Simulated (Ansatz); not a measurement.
# C2H8B2: small, medium and large basis sets

An exercise on one series of results from a longer session: the logs are not shown, and one member is left open.

Method: one geometry, several basis sets; program: Ansatz 0.2.0, Gaussian basis.

The runs, in order: PBE0-D4/def2-SVP; ωB97M-V/def2-SVP; PBE0-D4/def2-QZVPP; ωB97M-V/def2-QZVPP; the functionals' def2-TZVPP values are taken from earlier runs.

## The geometry

All runs share one geometry, relaxed beforehand with PBE0-D4 in a triple-zeta def2 set.

12 atoms, charge 0, spin multiplicity 1.

Atoms are counted from 1 here; the program's logs count them from 0.

Bond lengths: C1–B2 1.564 Å, C1–H5 1.091 Å, C1–H6 1.094 Å, C1–H7 1.101 Å, B2–B3 1.650 Å, B2–H8 1.209 Å, B3–C4 1.564 Å, B3–H9 1.209 Å, C4–H10 1.101 Å, C4–H11 1.091 Å, C4–H12 1.094 Å. Angles: B2–C1–H5 116.3°, B2–C1–H6 112.7°, B2–C1–H7 105.2°, H5–C1–H6 109.5°, H5–C1–H7 107.3°, H6–C1–H7 104.9°, C1–B2–B3 126.7°, C1–B2–H8 116.1°, B3–B2–H8 117.2°, B2–B3–C4 126.7°, B2–B3–H9 117.2°, C4–B3–H9 116.1°, B3–C4–H10 105.2°, B3–C4–H11 116.3°, B3–C4–H12 112.8°, H10–C4–H11 107.3°, H10–C4–H12 104.9°, H11–C4–H12 109.5°.

Set-up of the first run:

in.yaml

```yaml
crystal:
  periodic: [false, false, false]
  atoms:
    - {symbol: C, position_ang: [-1.622964, 0.986308, -0.525662]}
    - {symbol: B, position_ang: [-0.735783, 0.371397, 0.606458]}
    - {symbol: B, position_ang: [0.344553, -0.866013, 0.450437]}
    - {symbol: C, position_ang: [1.839015, -0.751508, 0.002838]}
    - {symbol: H, position_ang: [-1.676254, 0.421901, -1.457883]}
    - {symbol: H, position_ang: [-2.634497, 1.227541, -0.186391]}
    - {symbol: H, position_ang: [-1.162176, 1.959247, -0.758457]}
    - {symbol: H, position_ang: [-0.842665, 0.875891, 1.699954]}
    - {symbol: H, position_ang: [-0.058015, -1.982316, 0.681699]}
    - {symbol: H, position_ang: [1.863436, -1.140907, -1.027168]}
    - {symbol: H, position_ang: [2.260268, 0.254671, -0.021315]}
    - {symbol: H, position_ang: [2.502081, -1.411611, 0.569489]}
basis:
  gaussian: {orbitals: def2-SVP}
hamiltonian: {xc: pbe0, dispersion: d4}
output: {orbitals: {seedname: orbitals}}
```

On the command line:

```console
$ ansatz run in.yaml --threads 2 --pin off --events-out ev --progress --plain --max-ram 4352MiB
```

Steps of the session up to this table: PBE0-D4 in def2-SVP; ωB97M-V in def2-SVP; PBE0-D4 in def2-QZVPP; ωB97M-V in def2-QZVPP.

One of the session's tables, all rows but one given; the rest of the session is left out.

It belongs to the step «Functionals by basis». 

| functional | basis | HOMO (eV) |
| --- | --- | --- |
| PBE0-D4 | def2-SVP | -7.47 |
| PBE0-D4 | def2-TZVPP | -7.52 |
| PBE0-D4 | def2-QZVPP | -7.53 |
| ωB97M-V | def2-SVP | -9.72 |
| ωB97M-V | def2-TZVPP | -9.80 |
| ωB97M-V | def2-QZVPP | ? |

**Question.** Estimate the row for ωB97M-V, def2-QZVPP.

**Answer.** HOMO (eV): -9.81. In the column «HOMO (eV)» it is the lowest.
